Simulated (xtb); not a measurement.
# C2H5GeNO (GeH2Me(NCO)) at GFN2-xTB

Aim: a geometry optimisation of C2H5GeNO (GeH2Me(NCO)). 

Program for the calculation: xtb 6.7.1.

2 further runs of the same task are left out: 2 set aside as unsound or not needed.

## (1) The structure to begin with

C2H5GeNO: 10 atoms, total charge 0, spin state singlet. SMILES: `[H][Ge]([H])([CH3])[N]=C=O`. All atoms were displaced at random from a relaxed shape. The run starts from this shape.

Bond lengths: Ge1–C4 1.933 Å, Ge1–N8 1.810 Å, N8–C9 1.364 Å, C9–O10 0.985 Å, Ge1–H2 1.505 Å, Ge1–H3 1.469 Å, C4–H5 1.103 Å, C4–H6 1.049 Å, C4–H7 1.092 Å. Some angles: C4–Ge1–N8 106.1°, Ge1–N8–C9 165.4°, N8–C9–O10 178.9°, Ge1–C4–H5 111.8°, Ge1–C4–H6 111.6°, Ge1–C4–H7 115.3°, H2–Ge1–C4 119.3°, H2–Ge1–N8 103.5°, H3–Ge1–C4 117.7°, H3–Ge1–N8 98.2°.

## (2) A structure relaxation at GFN2-xTB

input.inp reads:

```
$chrg 0
$spin 0
$opt
   engine=inertial
$end
```

coord reads:

```
$coord
      1.438119375363      0.062946777211      1.250356187620  ge
      1.240964248780     -0.386278917135      4.051346044063  h
      4.079143915356     -0.299257029096      0.476910182072  h
     -0.407424952469      2.835534050001     -0.248952519658  c
      0.394196869597      4.681248453184      0.292491809570  h
     -2.309226427031      2.834438008849      0.309102502205  h
     -0.458825503059      2.848799927396     -2.311701968255  h
      0.134321732938     -2.791371150468     -0.109849779624  n
     -1.370656152714     -4.556904474184     -1.233386447021  c
     -2.483969401776     -5.819827340532     -2.025087206933  o
$end
```

On the command line:

```
$ xtb coord --opt tight --input input.inp -P 1 > coord.out
```

Q: Predict the results. Wanted: total energy at the end; dipole moment; HOMO energy; LUMO energy; HOMO–LUMO gap; dispersion energy; mean polarisability.

**Answer.** As computed:

Level: GFN2-xTB.

```
                      quantity          value
       total energy at the end   -15.77074 Eh
                 dipole moment         3.60 D
                   HOMO energy      -11.57 eV
                   LUMO energy       -5.12 eV
                 HOMO–LUMO gap        6.45 eV
             dispersion energy  -13.77 kJ/mol
mean polarisability (D4 model)     64.3 bohr³
```

**Reading.** At the final geometry: Bond lengths: Ge1–C4 1.965 Å, Ge1–N8 1.797 Å, N8–C9 1.187 Å, C9–O10 1.157 Å, Ge1–H2 1.503 Å, Ge1–H3 1.501 Å, C4–H5 1.086 Å, C4–H6 1.088 Å, C4–H7 1.088 Å. Some angles: C4–Ge1–N8 108.1°, Ge1–N8–C9 164.6°, N8–C9–O10 177.4°, Ge1–C4–H5 111.4°, Ge1–C4–H6 110.0°, Ge1–C4–H7 110.1°, H2–Ge1–C4 114.8°, H2–Ge1–N8 104.0°, H3–Ge1–C4 115.0°, H3–Ge1–N8 103.3°. The optimisation took 88 steps and changed the energy by -3.472 eV. Mulliken charges run from -0.29 on O10 to +0.32 on C9.
